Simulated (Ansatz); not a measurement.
# C2H7AlO2: up Jacob's ladder to CCSD(T)

The task here is to estimate one member of a computed series from the others.

Computed with Ansatz 0.2.0, Gaussian basis. Level: functionals in def2-TZVPP, the program's frozen cores in correlated methods.

Plan: PBE-D4, r2SCAN-D4, PBE0-D4, B3LYP-D4, ωB97X-V, ωB97M-V, B2PLYP; CCSD(T)/def2-TZVPP; MP2/def2-QZVPP; extrapolation to the limit.

## The relaxed structure

All runs share one geometry, relaxed beforehand with PBE0-D4 in a triple-zeta def2 set.

12 atoms, charge 0, spin multiplicity 1.

Atoms are counted from 1 here; the program's logs count them from 0.

Bond lengths: C1–C2 1.507 Å, C1–H6 1.092 Å, C1–H7 1.091 Å, C1–H8 1.090 Å, C2–O3 1.410 Å, C2–O4 1.391 Å, C2–H9 1.100 Å, O3–H10 0.962 Å, O4–Al5 1.697 Å, Al5–H11 1.585 Å, Al5–H12 1.577 Å. Angles: C2–C1–H6 109.4°, C2–C1–H7 110.5°, C2–C1–H8 109.8°, H6–C1–H7 108.9°, H6–C1–H8 108.9°, H7–C1–H8 109.4°, C1–C2–O3 107.4°, C1–C2–O4 110.2°, C1–C2–H9 110.3°, O3–C2–O4 111.4°, O3–C2–H9 109.4°, O4–C2–H9 108.1°, C2–O3–H10 108.9°, C2–O4–Al5 130.2°, O4–Al5–H11 120.4°, O4–Al5–H12 115.8°, H11–Al5–H12 123.6°.

Set-up of the first run:

Input file in.yaml:

```yaml
crystal:
  periodic: [false, false, false]
  atoms:
    - {symbol: C, position_ang: [-1.496540, 0.866075, -0.269894]}
    - {symbol: C, position_ang: [-0.586935, -0.308557, -0.015981]}
    - {symbol: O, position_ang: [-0.312177, -0.336757, 1.366700]}
    - {symbol: O, position_ang: [0.579292, -0.184385, -0.763854]}
    - {symbol: Al, position_ang: [2.203608, -0.313499, -0.291100]}
    - {symbol: H, position_ang: [-1.008952, 1.781894, 0.070715]}
    - {symbol: H, position_ang: [-2.436400, 0.744026, 0.270094]}
    - {symbol: H, position_ang: [-1.700245, 0.951339, -1.337367]}
    - {symbol: H, position_ang: [-1.083149, -1.245615, -0.309236]}
    - {symbol: H, position_ang: [0.061398, -1.193387, 1.593414]}
    - {symbol: H, position_ang: [2.604509, -1.191296, 0.966129]}
    - {symbol: H, position_ang: [3.252591, 0.375061, -1.245518]}
basis:
  gaussian: {orbitals: def2-TZVPP}
hamiltonian: {xc: pbe, dispersion: d4}
output: {forces: true, orbitals: {seedname: orbitals}}
```

Launch:

```
> ansatz run in.yaml --threads 4 --pin off --events-out ev --progress --plain --max-ram 10444MiB
```

Among the steps run: PBE-D4 (GGA); r2SCAN-D4 (meta-GGA); PBE0-D4 (hybrid); B3LYP-D4 (hybrid); ωB97X-V (range-separated); ωB97M-V (range-separated); B2PLYP (double hybrid); CCSD(T) in def2-TZVPP; MP2 in def2-QZVPP.

One of the session's tables, all rows but one given; the rest of the session is left out.

```
            method  atomisation energy (kcal/mol)
            PBE-D4                         1067.9
         r2SCAN-D4                         1054.9
           PBE0-D4                         1047.8
          B3LYP-D4                         1050.0
           ωB97X-V                         1055.2
           ωB97M-V                         1055.8
            B2PLYP                         1040.9
     HF/def2-TZVPP                          761.0
    MP2/def2-TZVPP                              ?
   CCSD/def2-TZVPP                         1013.2
CCSD(T)/def2-TZVPP                         1027.9
           MP2/CBS                         1072.9
       CCSD(T)/CBS                         1055.1
```

**Question.** Estimate the row for MP2/def2-TZVPP.

**Answer.** atomisation energy (kcal/mol): 1045.7. In the column «atomisation energy (kcal/mol)» it lies between B2PLYP (1040.9) and PBE0-D4 (1047.8).
